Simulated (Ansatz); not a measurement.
# Ni in Ansatz: projected density of states with PBE

Aim: the projected density of states of Ni with PBE.

Everything below comes from runs of Ansatz 0.2.0. Logs are shortened: lines on timing, memory, paths and dates and some standing lists are left out, and cuts for length are marked.

## Step 1: The structure

The cell holds a sheet with vacuum, 1 atom: a = 2.259 Å, b = 2.259 Å, c = 23.800 Å, α = 90.00°, β = 90.00°, γ = 90.00°.

The cell was built by a generator and needn't be a form met in nature.

## Step 2: Projected density of states, PBE, collinear spin, ferromagnetic start

Contents of input.yaml:

```yaml
crystal:
  lattice:
    - [2.25911, 0.0, 0.0]
    - [0.0, 2.25911, 0.0]
    - [0.0, 0.0, 23.8]
  atoms:
    - { symbol: Ni, position: [0.5, 0.5, 0.29412], spin: 1.0 }
kpoints:
  mp_grid: { grid: [12, 12, 1] }
  band_path:
    path:
      - [0.0, 0.0, 0.0]
      - [0.0, 0.5, 0.0]
      - [0.5, 0.5, 0.0]
      - [0.0, 0.0, 0.0]
      - [0.0, 0.0, 0.5]
      - [0.0, 0.5, 0.5]
      - [0.5, 0.5, 0.5]
      - [0.0, 0.0, 0.5]
    npoints: 10
scf:
  occupations: { method: fermi_dirac, width: 0.05 }
hamiltonian:
  xc: pbe
  pseudopotentials: { kind: all_electron, lapw: { basis_error: 0.002 } }
magnetization:
  spin_polarized: true
output:
  forces: true
  stress: true
  eigenvalues: true
  fatbands: true
  dos: { projected: true, de: 0.1, e_range: [-10, 10] }
  populations: true
```

Potentials or basis: all-electron LAPW, scalar-relativistic.

On the command line:

```bash
ansatz run input.yaml --threads 2 --pin off --max-ram 8192MiB --backend cpu --events-out ev --progress --plain --runs-dir out
```

The program printed:

```text
Warning: RAYON_NUM_THREADS=2 ignored (pool sized by the plan → 2); use --threads N
Ni: projections on atomic orbitals take those of the free atom 1s2 2s2 2p6 3s2 3p6 3d8 4s2, of charge +0.00 (hamiltonian.pseudopotentials.projection_atoms)
LAPW: plane waves up to 9.727 Å⁻¹, error target 2.0e-3 eV per atom; small_component_spin mean_spin; Ni in spheres of 1.130 Å, 18 of its electrons in bands, Dirac shells [] (how accurate: hamiltonian.pseudopotentials.lapw.basis_error, Limitations)
Engine: ansatz 0.2.0, x86_64-unknown-linux-gnu
Pseudopotentials: kind: all_electron
Pseudopotential: Ni, LAPW, valence charge 18, lapw/all_electron/scalar/gaussian/Ni, Koelling and Harmon's equation, gaussian nucleus
Functional definition: PBE
  parameter kappa = 0.804
  parameter beta = 0.06672455060314922
  exchange = pbe_x(kappa = kappa, mu = beta*pi^2/3)
  correlation = pbe_c(beta = beta)
Crystal: 1 atoms, lattice volume = 121.465 Å³
Basis set: ecut = 360.5148360984353 eV, 1893 PW (Γ), exchange–correlation at level 2
Bands: 14, of which v1, the nominal top of the filled ones, is band 9 counted from 1 (8 counted from 0)
Symmetry: 16 space group operations
Space group: P4/mmm (ITA 123), of the structure as read, at distance tolerance 5.0e-5 Å
Magnetic group: BNS 123.339 (UNI 999), of the structure as read, at distance tolerance 5.0e-5 Å
k-points: 28 of 144
Non-local potential: Ni, projectors of the file, none
Initial density: superposition of atomic densities (neutral atoms: chi_scale 0, normalization atom)
Starting moments: Σ|m| = 1 μB on 1 of 1 site
Initial wavefunctions: plane waves of lowest kinetic energy (no species holds an atomic orbital)
Functional: x = pbe(κ = 0.804, μ = 0.2195149727645171), c = pbe(β = 0.06672455060314922)
iter 1 solved again at ethr=3.38e-3 eV; its pass at ethr=1.00e-1 eV (dr2=6.08e-1 eV) is discarded
SCF iter   1: F=—  HF=-41381.378390 eV  |F-HF|=—  |Δ(HF+E_count)|=         —  Δρ=7.41e-3 (↑6.15e-3 ↓7.41e-3)  dr2=6.06e-1  dr2_m=2.24e-3  M=0.926 μB ∫|m|=0.948 μB  β_m=0.30  ethr=3.38e-3  ⟨swp⟩=3.0  Hψ=5349  notcnv=0
Mixer restart at iter 1: flushing history
preconditioner: auto → LDOS  [metal: Δε(μ)=0.050 eV  Ē_g=10.061 eV  σ=0.050 eV  W_gap=0.23  n_scr=14 (ndim 8)  ℏωp=10.7 eV  f_vac=0.807  D(μ)=2.20/eV (n_scr^D=12)]
spin=Collinear: LDOS preconditioning applied to the charge; magnetization (m = ρ↑ − ρ↓) channel mixes plain (no charge-response kernel on spin).
SCF iter   2: F=—  HF=-41381.322203 eV  |F-HF|=—  |Δ(HF+E_count)|=   5.62e-2  Δρ=5.69e-3 (↑5.05e-3 ↓5.69e-3)  dr2=3.65e-1  dr2_m=1.05e-3  M=0.916 μB ∫|m|=0.948 μB  β_m=0.65  ethr=3.37e-3  ⟨swp⟩=2.1  Hψ=2297  notcnv=0  defer=1
iter 3 solved again at ethr=6.45e-5 eV; its pass at ethr=2.03e-3 eV (dr2=1.16e-2 eV) is discarded
SCF iter   3: F=—  HF=-41381.323801 eV  |F-HF|=—  |Δ(HF+E_count)|=   1.60e-3  Δρ=1.84e-3 (↑1.43e-3 ↓1.84e-3)  dr2=1.15e-2  dr2_m=2.20e-4  M=0.879 μB ∫|m|=0.948 μB  β_m=0.71  ethr=6.45e-5  ⟨swp⟩=2.6  Hψ=4311  notcnv=0  defer=5
SCF iter   4: F=—  HF=-41381.338145 eV  |F-HF|=—  |Δ(HF+E_count)|=         —  Δρ=5.24e-4 (↑3.98e-4 ↓5.24e-4)  dr2=4.56e-4  dr2_m=6.69e-5  M=0.878 μB ∫|m|=0.958 μB  β_m=0.73  ethr=6.38e-5  ⟨swp⟩=3.1  Hψ=2499  notcnv=0  defer=2
the basis was enlarged: its passes take 386.9 KiB over the memory plan, 2 of 2 planned eigensolver slots
SCF iter   5: F=—  HF=-41381.338965 eV  |F-HF|=—  |Δ(HF+E_count)|=   8.21e-4  Δρ=2.36e-4 (↑1.59e-4 ↓2.36e-4)  dr2=1.14e-4  dr2_m=1.21e-5  M=0.876 μB ∫|m|=0.956 μB  β_m=0.75  ethr=2.53e-6  ⟨swp⟩=3.1  Hψ=2458  notcnv=0
SCF iter   6: F=—  HF=-41381.339290 eV  |F-HF|=—  |Δ(HF+E_count)|=   3.24e-4  Δρ=4.98e-5 (↑3.29e-5 ↓4.98e-5)  dr2=2.82e-6  dr2_m=1.34e-6  M=0.876 μB ∫|m|=0.958 μB  β_m=0.88  ethr=6.32e-7  ⟨swp⟩=2.8  Hψ=2200  notcnv=0
SCF iter   7: F=—  HF=-41381.339306 eV  |F-HF|=—  |Δ(HF+E_count)|=   1.64e-5  Δρ=1.31e-5 (↑6.05e-6 ↓1.31e-5)  dr2=3.42e-7  dr2_m=2.80e-8  M=0.877 μB ∫|m|=0.958 μB  β_m=0.94  ethr=1.56e-8  ⟨swp⟩=3.0  Hψ=2362  notcnv=0  defer=1
SCF iter   8: F=—  HF=-41381.339306 eV  |F-HF|=—  |Δ(HF+E_count)|=   2.31e-7  Δρ=5.15e-6 (↑1.49e-6 ↓5.15e-6)  dr2=6.45e-8  dr2_m=5.66e-9  M=0.877 μB ∫|m|=0.958 μB  β_m=0.97  ethr=1.90e-9  ⟨swp⟩=2.9  Hψ=2132  notcnv=0  defer=1
SCF iter   9: F=—  HF=-41381.339306 eV  |F-HF|=—  |Δ(HF+E_count)|=   1.60e-7  Δρ=1.00e-6 (↑6.33e-7 ↓1.00e-6)  dr2=5.17e-9  dr2_m=1.61e-10  M=0.877 μB ∫|m|=0.958 μB  β_m=0.98  ethr=3.58e-10  ⟨swp⟩=3.0  Hψ=2263  notcnv=0
SCF iter  10: F=-41381.339306 eV  HF=-41381.339306 eV  |F-HF|=3.32e-9  |Δ(HF+E_count)|=   2.39e-9  Δρ=2.55e-7 (↑1.60e-7 ↓2.55e-7)  dr2=5.10e-10  dr2_m=1.77e-11  M=0.877 μB ∫|m|=0.958 μB  ethr=2.87e-11  ⟨swp⟩=2.9  Hψ=2146  notcnv=0
SCF 1 converged in 10 iterations: F = -41381.339306 eV  dr2 = 5.10e-10
NSCF: frozen V_eff on 71 k-points
SCF converged after 10 iterations
Magnetization: 0.8769 μB (9.4384 up, 8.5616 down)
Absolute magnetization: 0.9584 μB (∫|ρ↑−ρ↓|)
Spin contamination: 0.0130 ħ² per cell (⟨S²⟩ above its minimum at these occupations)
Per-site moments (μB) at R_I (Å): [(0.916215489943653, 1.1295549831683103)]
Free energy (F): -41381.339306 eV
Harris-Foulkes:  -41381.339306 eV  (|F-HF|=3.32e-9)
Internal energy: -41381.322721 eV  (E = F + TS)
E sigma→0 (E₀):  -41381.331013 eV
Entropy (-TS):   -0.016586 eV (-16.586 meV/atom)
Fermi energy:    -3.085914 eV
--- Per-component energies (eV) ---
  E_band       = -659.816905
  E_kinetic    = 42044.370202
  E_xc         = -1729.554847
  E_electrostatic = -81696.138076  (all electrons and nuclei)
  E_smearing   = -0.016586  (= −TS)
  E_closure    = 0.000000  (closes the sum)
  E_atoms      = -41375.755904  (free atoms, spherical and without spin; not in F)
  Σ components = -41381.339306   (vs F -41381.339306, Δ=0.00e0)
  Basis errors (estimates in eV, not in F): energy 1.0e-3 per atom: plane waves 9.3e-4 (5.7e-4 summed), levels above the bands 5.4e-56, relativity 5.7e-8, radial functions 9.8e-5, core shells 6.5e-9; eigenvalues (radial functions only) 2.0e-6; not estimated: angular momenta, meshes, grids; target (lapw.basis_error) 2.0e-3; muffin-tin radii Ni 1.130 Å
--- Forces (eV/Å), atoms counted from 1 ---
  atom   1  Ni    -0.00000000    -0.00000000     0.00000000
  max |Σ_I F_I| component: 1.77e-30 eV/Å
--- Stress (GPa, compression-positive) ---
        0.017585       0.000000       0.000000
        0.000000       0.017585       0.000000
        0.000000       0.000000       0.000210
  P = ⅓ Tr σ = 0.0118 GPa (0.118 kbar)
--- Band table (eV; the first three rows and the last of 56) ---
  k-point 0 ↑: bands = ["-106.6022", "-67.0054", "-67.0054", "-66.6108", "-9.0342", "-6.9552", "-5.0974", "-3.9563", "-3.9563", "-3.7385", "-2.3394", "1.7786", "2.2417", "2.3472"]
  k-point 1 ↑: bands = ["-106.5996", "-67.0266", "-67.0036", "-66.6086", "-8.8089", "-6.8619", "-5.0349", "-4.2539", "-3.9454", "-3.8172", "-1.9308", "1.9746", "2.4518", "2.5498"]
  k-point 2 ↑: bands = ["-106.5924", "-67.0845", "-66.9988", "-66.6027", "-8.1901", "-6.5553", "-4.8585", "-4.7968", "-4.0276", "-3.9154", "-1.0257", "2.5630", "3.0785", "3.1579"]
  k-point 27 ↓: bands = ["-105.4206", "-66.1731", "-66.1731", "-65.5582", "-6.6317", "-4.4332", "-4.4332", "-3.0915", "-1.8754", "5.3294", "5.3294", "10.5202", "11.4248", "11.9977"]
--- Löwdin populations: 1 site ---
  site symbol       q [e]    m [muB]
     0     Ni     27.8396     0.9171
  spilling = 0.005729 (of n_electrons = 28.000000)
```

It took 57 s on 2 threads of AMD EPYC 7R43 (Zen 3), shared host; peak memory 0.6 GiB.

What came out:

```
Free energy             : -41381.3393 eV
Band gap along the path : none (metal or under the smearing width)
Net moment              : 0.88 μB per cell
Absolute moment         : 0.96 μB per cell
Site moments            : Ni +0.92 μB
Work function           : 5.25 eV
```

Levels at the corners of the path, in eV from the Fermi level:
Spin up:
```tsv
point	band 6	band 7	band 8	band 9	band 10	band 11	band 12	band 13	band 14
Γ	-3.87	-2.01	-0.87	-0.87	-0.65	0.75	4.86	5.33	5.43
X	-3.03	-1.74	-0.98	-0.71	1.36	5.44	7.77	10.19	11.87
M	-2.37	-2.37	-0.62	0.42	8.31	8.31	13.37	14.30	15.02
Γ	-3.87	-2.01	-0.87	-0.87	-0.65	0.75	4.86	5.33	5.43
Z	-3.87	-2.01	-0.87	-0.87	-0.65	0.75	4.87	5.21	5.69
R	-3.03	-1.74	-0.98	-0.71	1.36	5.44	7.77	10.19	11.87
A	-2.37	-2.37	-0.62	0.42	8.31	8.31	13.37	14.30	15.02
Z	-3.87	-2.01	-0.87	-0.87	-0.65	0.75	4.87	5.21	5.69
```
Spin down:
| point | band 5 | band 6 | band 7 | band 8 | band 9 | band 10 | band 11 | band 12 |
| --- | --- | --- | --- | --- | --- | --- | --- | --- |
| Γ | -5.85 | -3.25 | -1.55 | 0.29 | 0.29 | 0.64 | 0.70 | 4.82 |
| X | -2.92 | -2.12 | -0.53 | -0.41 | 0.47 | 1.36 | 5.79 | 7.79 |
| M | -3.55 | -1.35 | -1.35 | -0.01 | 1.21 | 8.42 | 8.42 | 13.61 |
| Γ | -5.85 | -3.25 | -1.55 | 0.29 | 0.29 | 0.64 | 0.70 | 4.82 |
| Z | -5.85 | -3.25 | -1.55 | 0.29 | 0.29 | 0.64 | 0.70 | 4.83 |
| R | -2.92 | -2.12 | -0.53 | -0.41 | 0.47 | 1.36 | 5.79 | 7.79 |
| A | -3.55 | -1.35 | -1.35 | -0.01 | 1.21 | 8.42 | 8.42 | 13.61 |
| Z | -5.85 | -3.25 | -1.55 | 0.29 | 0.29 | 0.64 | 0.70 | 4.83 |

States per cell in windows of 0.5 eV (zero at the Fermi level; states under -8 eV left out):
```tsv
from (eV)	up	down	Ni1 3d up	Ni1 3d down	Ni1 4s up	Ni1 4s down	Ni1 3s up	Ni1 3s down
-8.0	0.00	0.00	0.00	0.00	0.00	0.00	0.00	0.00
-7.5	0.00	0.00	0.00	0.00	0.00	0.00	0.00	0.00
-7.0	0.00	0.00	0.00	0.00	0.00	0.00	0.00	0.00
-6.5	0.00	0.00	0.00	0.00	0.00	0.00	0.00	0.00
-6.0	0.03	0.02	0.01	0.00	0.03	0.02	0.00	0.00
-5.5	0.05	0.05	0.01	0.01	0.04	0.04	0.00	0.00
-5.0	0.06	0.06	0.01	0.01	0.05	0.04	0.00	0.00
-4.5	0.15	0.06	0.10	0.01	0.05	0.05	0.00	0.00
-4.0	0.32	0.08	0.26	0.03	0.06	0.05	0.00	0.00
-3.5	0.50	0.25	0.43	0.19	0.07	0.06	0.00	0.00
-3.0	0.61	0.47	0.58	0.39	0.02	0.07	0.00	0.00
-2.5	0.75	0.30	0.73	0.26	0.01	0.03	0.00	0.00
-2.0	0.74	0.55	0.69	0.53	0.04	0.01	0.00	0.00
-1.5	0.96	0.99	0.92	0.91	0.04	0.05	0.00	0.00
-1.0	1.10	0.65	1.03	0.60	0.07	0.03	0.00	0.00
-0.5	0.14	0.96	0.10	0.92	0.04	0.03	0.00	0.00
0.0	0.10	0.88	0.05	0.81	0.04	0.05	0.00	0.00
0.5	0.07	0.20	0.01	0.15	0.04	0.04	0.00	0.00
1.0	0.10	0.12	0.01	0.04	0.03	0.03	0.00	0.00
1.5	0.09	0.10	0.01	0.02	0.03	0.03	0.00	0.00
2.0	0.09	0.09	0.01	0.01	0.02	0.02	0.00	0.00
2.5	0.08	0.09	0.00	0.01	0.02	0.02	0.00	0.00
3.0	0.08	0.09	0.00	0.01	0.02	0.02	0.00	0.00
3.5	0.08	0.08	0.00	0.01	0.01	0.01	0.00	0.00
4.0	0.08	0.08	0.00	0.00	0.01	0.01	0.00	0.00
4.5	0.08	0.08	0.00	0.00	0.01	0.01	0.00	0.00
5.0	0.13	0.14	0.00	0.00	0.01	0.01	0.00	0.00
5.5	0.26	0.24	0.01	0.00	0.03	0.01	0.00	0.00
6.0	0.29	0.30	0.01	0.01	0.03	0.04	0.00	0.00
6.5	0.27	0.28	0.00	0.01	0.03	0.03	0.00	0.00
7.0	0.32	0.29	0.01	0.01	0.04	0.03	0.00	0.00
7.5	0.35	0.36	0.01	0.01	0.03	0.04	0.00	0.00
```

## Step 3: For comparison

An earlier run on the cell as given: functional PBE; potentials or basis all-electron LAPW, scalar-relativistic; cutoff 389 eV (chosen from the basis error); basis error allowed 0.001 eV/atom; k mesh 12 × 12 × 1; occupations fermi-dirac, width 0.05 eV; collinear spin, ferromagnetic start; starting moments [1.0] μB.

- Band gap on the k mesh: none (metal or under the smearing width)
- Net moment: 0.88 μB per cell
- Absolute moment: 0.96 μB per cell
- Site moments: Ni +0.92 μB
- Work function: 5.25 eV
